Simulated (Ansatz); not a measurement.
# HfSn2Te6: the cost of one run

Method: DFT PBE, scalar-relativistic, plane waves, PAW, in Ansatz 0.2.0.

## Step 1: The system as given

Symmetry: P-3m1, No. 164, trigonal system. Conventional cell: a = 4.091 Å, b = 4.091 Å, c = 21.407 Å, α = 90.00°, β = 90.00°, γ = 120.00°. Hf (site symmetry -3m) has 6 Te at 2.92 Å as nearest neighbours. Sn (site symmetry 3m) is surrounded by 6 Te at 2.97 Å. Te (site symmetry 3m) has 3 Sn at 2.97 Å as nearest neighbours. Te (site symmetry 3m) has 3 Hf at 2.92 Å as nearest neighbours.

As a file:

```
CELL_PARAMETERS angstrom
4.09102 0.00000 0.00000
-2.04551 3.54292 0.00000
0.00000 0.00000 21.40682
ATOMIC_POSITIONS crystal
Hf 0.00000 0.00000 0.00000
Sn 0.00000 0.00000 0.66264
Sn 0.00000 0.00000 0.33736
Te 0.33333 0.66667 0.74672
Te 0.33333 0.66667 0.08040
Te 0.33333 0.66667 0.42179
Te 0.66667 0.33333 0.91960
Te 0.66667 0.33333 0.25328
Te 0.66667 0.33333 0.57821
```

The start is the relaxed end of an invented cell (made as: elements ordered on the sites of the HfTe2 type, Sn/Hf on Hf (P-3m1, No. 164)), taken up again for a closer look.

## Step 2: Probe: one point on a coarse mesh

Contents of input.yaml:

```yaml
crystal:
  lattice:
    - [4.0910173, 0.0, 0.0]
    - [-2.0455086, 3.5429249, 0.0]
    - [0.0, 0.0, 21.4068219]
  atoms:
    - { symbol: Hf, position: [0.0, 0.0, 0.0] }
    - { symbol: Sn, position: [0.0, 0.0, 0.66264] }
    - { symbol: Sn, position: [0.0, 0.0, 0.33736] }
    - { symbol: Te, position: [0.3333333, 0.6666667, 0.746717] }
    - { symbol: Te, position: [0.3333333, 0.6666667, 0.080401] }
    - { symbol: Te, position: [0.3333333, 0.6666667, 0.421787] }
    - { symbol: Te, position: [0.6666667, 0.3333333, 0.919599] }
    - { symbol: Te, position: [0.6666667, 0.3333333, 0.253283] }
    - { symbol: Te, position: [0.6666667, 0.3333333, 0.578213] }
basis:
  ecutwfc: 420
kpoints:
  mp_grid: { grid: [6, 6, 1] }
hamiltonian:
  xc: pbe
scf:
  occupations: { method: gaussian, width: 0.1 }
  lower_state_search: "off"
output:
  forces: true
  stress: true
  eigenvalues: true
```

Launch:

```bash
> ansatz run input.yaml --threads 4 --pin off --max-ram 8192MiB --backend cpu --events-out ev --progress --plain --runs-dir out
```

What time and memory should one allow on 4 threads of Arm Neoverse V2, shared host?

About 2.8 s, with a peak of 0.98 GiB.
